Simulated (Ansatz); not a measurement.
Here is an Ansatz 0.2.0 calculation.

Contents of input.yaml:

```yaml
crystal:
  lattice:
    - [-2.006507, 2.006507, 4.20817]
    - [2.006507, -2.006507, 4.20817]
    - [2.006507, 2.006507, -4.20817]
  atoms:
    - { symbol: Ta, position: [0.5, 0.5, 0.0] }
    - { symbol: Ta, position: [0.25, 0.75, 0.5] }
    - { symbol: Ta, position: [0.75, 0.25, 0.5] }
    - { symbol: Cu, position: [0.0, 0.0, 0.0] }
hamiltonian:
  xc: r2scan
  pseudopotentials: { kind: paw }
kpoints:
  mp_grid: { grid: [9, 9, 9] }
scf:
  occupations: { method: fermi_dirac, width: 0.05 }
output:
  forces: true
  stress: true
  eigenvalues: true
relax:
  f_tol: 0.01
  max_steps: 40
  cell: { stress_tol: 0.05, p_target: 10.0 }
```

Potentials or basis: Ansatz PAW.

Launch:

```bash
$ ansatz run input.yaml --threads 2 --pin off --max-ram 5632MiB --backend cpu --events-out ev --progress --plain --runs-dir out
```

Q: Estimate the space group after relaxing (to 0.05 Å).

A: I4/mmm (No. 139).

Q: What does it give for the band gap on the k mesh?

A: None (metal or under the smearing width).

Q: Estimate the relaxed cell.

A: a = 4.974 Å, b = 4.974 Å, c = 4.974 Å, α = 133.49°, β = 133.49°, γ = 67.89°.

Final structure:
```xyz
4
Lattice="-1.9641 1.9641 4.1265 1.9641 -1.9641 4.1265 1.9641 1.9641 -4.1265" Properties=species:S:1:pos:R:3 pbc="T T T"
Ta    0.0000    0.0000    4.1265
Ta    1.9641    0.0000    2.0633
Ta    0.0000    1.9641    2.0633
Cu    0.0000    0.0000    0.0000
```

 Spin-orbit coupling is left out, which matters for the levels of Ta.
